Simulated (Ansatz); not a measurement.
# GeH2+ (doublet): the correlation ladder at distance Ge1–H2 = 1.681 Å, aug-cc-pVDZ

How much of the correlation energy of GeH2+ (doublet) does each wave-function method recover here?

Computed with Ansatz 0.2.0, Gaussian basis. Level: aug-cc-pVDZ, core rule «outside noble gas», up to 14 orbitals frozen.

The runs, in order: UHF; CCSD(T) on ROHF; CCSD(T) on UHF; BCCD(T) on ROHF; CISD; CCSDT(Q) on ROHF; CCSDT(Q) on UHF; CASSCF and MRCISD+Q, 3 electrons in 3 orbitals; CASSCF and NEVPT2, 3 electrons in 3 orbitals; CASSCF and MRCISD+Q, 5 electrons in 6 orbitals; CASSCF and NEVPT2, 5 electrons in 6 orbitals; Full CI.

20 further runs of the same task are left out: 2 for a known fault of the program, 15 that didn't finish, 3 set aside as unsound or not needed.

### Step 1. The system

The geometry derives from a PBE0/def2-TZVP stationary point (not a proven minimum). One bond is set to the value named and the two fragments are kept rigid. No spin-orbit coupling is included. The filled d shell of Ge may be among the frozen orbitals whatever the setting's name suggests; the logs give the count.

3 atoms, charge 1, spin multiplicity 2.

Atoms are counted from 1 here; the program's logs count them from 0.

Bond lengths: Ge1–H2 1.681 Å, Ge1–H3 1.552 Å. Angles: H2–Ge1–H3 120.9°.

### Step 2. UHF

Contents of in.yaml:

```yaml
crystal:
  periodic: [false, false, false]
  atoms:
    - {symbol: Ge, position_ang: [0.000000, -0.021521, 0.001520]}
    - {symbol: H, position_ang: [0.000000, 0.807395, -1.460896]}
    - {symbol: H, position_ang: [0.000000, 0.743599, 1.351382]}
basis:
  gaussian: {orbitals: aug-cc-pVDZ}
total_charge: 1
magnetization: {spin_polarized: true, initial_magnetization: 1}
hamiltonian: {xc: hf}
output: {orbitals: {seedname: orbitals}}
```

The run is started by

```
ansatz run in.yaml --threads 1 --pin off --events-out ev --progress --plain --max-ram 2393MiB
```

After this run come: CCSD(T) on ROHF; CCSD(T) on UHF; BCCD(T) on ROHF; CISD; CCSDT(Q) on ROHF; CCSDT(Q) on UHF; CASSCF and MRCISD+Q, 3 electrons in 3 orbitals; CASSCF and NEVPT2, 3 electrons in 3 orbitals; CASSCF and MRCISD+Q, 5 electrons in 6 orbitals; CASSCF and NEVPT2, 5 electrons in 6 orbitals; Full CI.

**Question.** What will the summary of the whole plan be? Wanted: FCI below the RHF energy; RMP2 from FCI; UMP2 from FCI; RCCSD from FCI; RCCSD(T) from FCI; UCCSD(T) from FCI; RCCSDT(Q) from FCI; UCCSDT(Q) from FCI; NEVPT2 pair from FCI.

The runs gave:

| quantity | value |
| --- | --- |
| FCI below the RHF energy | -2.3986 eV |
| RMP2 from FCI | +63.0 kJ/mol |
| UMP2 from FCI | +62.1 kJ/mol |
| RCCSD from FCI | +6.0 kJ/mol |
| RCCSD(T) from FCI | +1.6 kJ/mol |
| UCCSD(T) from FCI | +1.2 kJ/mol |
| RCCSDT(Q) from FCI | 0.0 kJ/mol |
| UCCSDT(Q) from FCI | -0.5 kJ/mol |
| NEVPT2 pair from FCI | +56.4 kJ/mol |
| MRCISD+Q pair from FCI | -1.4 kJ/mol |
| NEVPT2 valence from FCI | +36.4 kJ/mol |
| levels within 1 kcal/mol (43 meV) | RCCSD(T), UCCSD(T), BCCD(T), RCCSDT, UCCSDT, RCCSDT(Q), UCCSDT(Q), MRCISD+Q pair, MRCISD valence, MRCISD+Q valence |
| T1 diagnostic | 0.024 |
| effectively unpaired electrons | 1.04 |

In words: RCCSD(T) misses by +1.6 kJ/mol, 0.7 % of the correlation energy. UCCSDT, UCCSDT(Q), MRCISD+Q pair fall below full CI: unrestricted runs freeze a spin-polarised core, another one than full CI's, and coupled cluster isn't variational. One determinant dominates. Of the multireference levels listed MRCISD+Q valence comes nearest in total energy (+0.1 kJ/mol), which doesn't show that its space is the better one. These misses are within one basis, not against nature; the frozen cores of restricted and unrestricted runs differ, which can shift their rows.
